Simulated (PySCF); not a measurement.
# CH9BGe2O2: electronic excitations

Aim: predict the electronic excitations of CH9BGe2O2 (`O[B](O)[GeH2][CH2][GeH3]`).

The runs use PySCF 2.14.0, with density-fitted response routines of our own; the level of theory stands in each step. All values are computed, except where a source is named. Atoms are numbered from 0 throughout.

### Step 1. The starting structure

15 atoms, charge 0, multiplicity 1; geometry from: GFN2-xTB.

Bonds of the start (Å): O0–B1 1.35, B1–O2 1.34, B1–Ge3 2.02, Ge3–C4 1.99, C4–Ge5 1.95, O0–H6 0.96, O2–H7 0.96, Ge3–H8 1.50, Ge3–H9 1.51, C4–H10 1.09, C4–H11 1.09, Ge5–H12 1.50, Ge5–H13 1.49, Ge5–H14 1.50.

### Step 2. Excited states and response: CAM-B3LYP/def2-SVPD

What the job is given:

```
{"job": {"kind": "uv", "xc": "CAM-B3LYP", "basis": "def2-SVPD", "nstates": 8, "ntriplets": 3}, "charge": 0, "multiplicity": 1}
O     -2.298820     0.883489    -0.089203
B     -1.701545    -0.253895     0.310902
O     -1.879365    -0.838613     1.508522
Ge    -0.346660    -1.083845    -0.929906
C      1.212864     0.127671    -1.144824
Ge     1.874837     0.724573     0.594577
H     -2.908501     1.326011     0.506922
H     -2.474751    -0.434391     2.145382
H      0.203749    -2.402776    -0.458916
H     -0.795654    -1.395337    -2.339540
H      2.009820    -0.370670    -1.694986
H      0.908274     0.995927    -1.729332
H      0.805279     1.394779     1.404709
H      2.402196    -0.397623     1.429497
H      2.983862     1.732689     0.464284
```

With the program's defaults for keys left out, this is: TDDFT CAM-B3LYP/def2-SVPD, vertical, gas phase, core orbitals frozen in the response.

The run is started by

```console
$ OMP_NUM_THREADS=1 python probes_run.py task.json out
```

This one command runs all jobs of the session in turn.

What will the session give for the following? lowest singlet (CAM-B3LYP/def2-SVPD); brightest single state of those computed; lowest triplet. Wanted: lowest singlet; brightest single state of those computed; lowest triplet.

As calculated:

| quantity | value |
| --- | --- |
| lowest singlet (CAM-B3LYP/def2-SVPD) | 6.98 eV (178 nm), f = 0.058 |
| brightest single state of those computed | state 3, 7.25 eV, f = 0.144 |
| lowest triplet | 5.88 eV |

**Reading.** The first singlet state (HOMO−1→LUMO+1 0.74) lies at 6.98 eV and is bright; of the 8 states computed, the strongest absorption comes from state 3 at 7.25 eV. The lowest triplet lies 1.10 eV below the lowest singlet (triplets in Tamm-Dancoff, singlets in full TDDFT).
